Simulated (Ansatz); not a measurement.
Zn, space group Im-3m, cell relaxations under several functionals

With the Python package of Ansatz (0.2.0).

Contents of `POSCAR_zn`:
```text
Zn
1.0
  -1.56903700    1.56903700    1.56903700
   1.56903700   -1.56903700    1.56903700
   1.56903700    1.56903700   -1.56903700
Zn
1
Direct
   0.00000000    0.00000000    0.00000000
```

Notebook, run cell by cell (the value of a cell's last expression is shown):

In [1]:
```python
import warnings

import ansatz as az
from ase.io import read
import numpy as np
```

In [2]:
```python
def edges_and_angles(cell):
    cell = np.asarray(cell)
    a, b, c = np.linalg.norm(cell, axis=1)
    cosines = cell[1] @ cell[2] / (b * c), cell[0] @ cell[2] / (a * c), cell[0] @ cell[1] / (a * b)
    return (a, b, c, *np.degrees(np.arccos(cosines)))

warnings.simplefilter('ignore', az.DeckWarning)
```

In [3]:
```python
atoms = read('POSCAR_zn', format='vasp')
xtal = az.Crystal.from_ase(atoms)

xtal.resolved().tree()['lattice']
```
Out [3]:
```text
((-1.569037, 1.569037, 1.569037), (1.569037, -1.569037, 1.569037), (1.569037, 1.569037, -1.569037))
```

In [4]:
```python
setup = (
    xtal.calculation()
    .occupations('fermi_dirac', width=150 * az.meV)
    .kpoints(12, 12, 12)
    .basis(470)
    .scf(tolerance=1e-09)
    .relax(cell=True, force_tolerance=0.01)
)
```

In [5]:
```python
levels = [('blyp', 'd3bj'), ('pbesol', 'd3bj'), ('pbesol', 'none')]
print('level            a       b       c    alpha   beta  gamma  V/atom  steps')
for name, dispersion in levels:
    seen = []
    run = setup.functional(name, dispersion=dispersion).session().plan()
    result = run.execute(on_event=lambda e: seen.append(e) if e['event'] == 'relax_step' else None)
    cell = result.lattice.cell_ang
    label = name if dispersion == 'none' else f'{name}+{dispersion}'
    print('{:13s} {:7.4f} {:7.4f} {:7.4f} {:6.2f} {:6.2f} {:6.2f}'.format(label, *edges_and_angles(cell)), f'{abs(np.linalg.det(cell)) / len(result.lattice.sites):7.3f} {len(seen):5d}')
```
```text
level            a       b       c    alpha   beta  gamma  V/atom  steps
blyp+d3bj      2.6644  2.6644  2.6644 109.47 109.47 109.47  14.561     5
pbesol+d3bj    2.6037  2.6037  2.6037 109.47 109.47 109.47  13.587     6
pbesol         2.6486  2.6486  2.6486 109.47 109.47 109.47  14.303     5
```

From smallest to largest: PBEsol+D3BJ (13.59 Å³ an atom, -12.1 % against the start), PBEsol (14.30 Å³ an atom, -7.4 % against the start) and BLYP+D3BJ (14.56 Å³ an atom, -5.8 % against the start). The spread is 7.2 % in volume.

Caveats:
- BLYP and dispersion corrections can be off by several per cent in the lattices of metals, and by several GPa in the pressure at a fixed cell.
- The mesh is modest for a metal, so energies can be off by several to tens of meV an atom and pressures by half a GPa or more; differences at equal mesh fare better.
- The program warned that this SCF threshold is loose for forces or stresses.
- Edges and angles are those of the cell as typed, here a primitive one, not of the conventional cell.
- This isn't the structure that Zn takes at ambient conditions.
- The script silences the warnings on its input, which a real study should read.
- Timing: 15 s on 1 thread of Arm Neoverse V1, on a shared host, peak memory 0.42 GiB.
